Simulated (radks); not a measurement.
# Bi³⁺ in [Hg]: an all-electron calculation

One table from this session's results is given with a row withheld; the runs are named, their logs left out.

The numbers are computed with radks (a radial shooting solver on a logarithmic mesh, Libxc functionals) version 1 (scalar-relativistic Kohn-Sham, r2SCAN, spin-unpolarised, spherical densities, finite nucleus), except any that are marked as measured or tabulated.

## The atom as given

```
element            : bismuth (Z = 83)
charge             : +3
electrons          : 80
configuration      : [Hg]
nuclear rms radius : 5.5211 fm
```

Outer shells as boxes (Hund's rule):

Bi³⁺
```
[Xe] core
4f [↑↓][↑↓][↑↓][↑↓][↑↓][↑↓][↑↓]
5d [↑↓][↑↓][↑↓][↑↓][↑↓]
6s [↑↓]
```

Set-up of the first run:

Input:

```text
Z 83
configuration [Hg] 6p0 7s0
relativity scalar-relativistic
functional r2scan,r2scan
spin unpolarised
nucleus finite rms 5.5211 fm
c 137.035999084
```

The run is started by

```sh
> python run_ks.py task.json out
```

All runs below come from this command, one after another.

One table of the session follows, with a row left open; its other results are not shown here.

It belongs to the step «Shells». Sizes of the orbitals, from the radial functions (bohr):

| level | <r> | outermost maximum (interpolated) | 90 % within | nodes |
| --- | --- | --- | --- | --- |
| 1s | 0.01580 | 0.00966 | 0.0290 | 0 |
| 2s | 0.06648 | 0.0562 | 0.103 | 1 |
| 2p | 0.06055 | 0.0469 | 0.0989 | 0 |
| 3s | 0.1715 | 0.158 | 0.252 | 2 |
| 3p | 0.1736 | 0.159 | 0.260 | 1 |
| 3d | 0.1575 | 0.130 | 0.244 | 0 |
| 4s | 0.3770 | 0.356 | 0.540 | 3 |
| 4p | 0.4022 | 0.376 | 0.582 | 2 |
| 4d | 0.4223 | 0.381 | 0.628 | 1 |
| 5s | 0.8338 | 0.772 | 1.19 | 4 |
| 4f | ? | ? | ? | ? |
| 5p | 0.9492 | 0.860 | 1.37 | 3 |
| 5d | 1.216 | 1.03 | 1.82 | 2 |
| 6s | 2.005 | 1.81 | 2.86 | 5 |
| 6p | 2.433 | 2.19 | 3.48 | 4 |

Estimate the missing values for 4f.

As computed: <r>: 0.4410; outermost maximum (interpolated): 0.343; 90 % within: 0.697; nodes: 0. In the column «<r>» it lies between 4d (0.4223) and 5s (0.8338).
